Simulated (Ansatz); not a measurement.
# AsH5N: the cost of one run

Program: Ansatz 0.2.0. Level of theory: UKS B3LYP/def2-SVP. These are calculated values, not measurements.

### Step 1. The starting structure

Bond lengths: As2–H4 1.502 Å, As2–H5 1.499 Å, N3–H6 1.018 Å, N3–H7 1.018 Å. Angles: H4–As2–H5 89.1°, H6–N3–H7 106.7°.

As a file:

```xyz
7

H    -0.0772    0.1220    0.2686
As    0.0155    0.8742   -1.5598
N    -0.2351   -0.4546    1.4608
H     0.4684   -0.4856   -2.0076
H     1.4417    1.2260   -1.2613
H    -0.9916    0.0835    1.8774
H    -0.6217   -1.3654    1.2219
```

### Step 2. Pulling towards end A

Springs on the bonds that form and break draw the guess towards this end; the thresholds are loose.

Contents of input.yaml:

```yaml
crystal:
  periodic: [false, false, false]
  atoms:
    - { symbol: H, position_ang: [-0.0772, 0.122, 0.2686] }
    - { symbol: As, position_ang: [0.0155, 0.8742, -1.5598] }
    - { symbol: "N", position_ang: [-0.2351, -0.4546, 1.4608] }
    - { symbol: H, position_ang: [0.4684, -0.4856, -2.0076] }
    - { symbol: H, position_ang: [1.4417, 1.226, -1.2613] }
    - { symbol: H, position_ang: [-0.9916, 0.0835, 1.8774] }
    - { symbol: H, position_ang: [-0.6217, -1.3654, 1.2219] }
magnetization:
  spin_polarized: true
  initial_magnetization: 1
basis:
  gaussian: { orbitals: def2-SVP }
hamiltonian:
  xc: b3lyp
relax:
  f_tol: 0.15
  max_steps: 25
  restrain:
    - { distance: [0, 2], at: 2.32, k: 30.0 }
    - { distance: [1, 0], at: 1.5, k: 30.0 }
```

Command:

```console
ansatz run input.yaml --threads 2 --pin off --max-ram 3072MiB --backend cpu --events-out ev --progress --plain --runs-dir out
```

What time and memory should one allow on 2 threads of Arm Neoverse V1, shared host?

About 12 s, with a peak of 0.17 GiB.
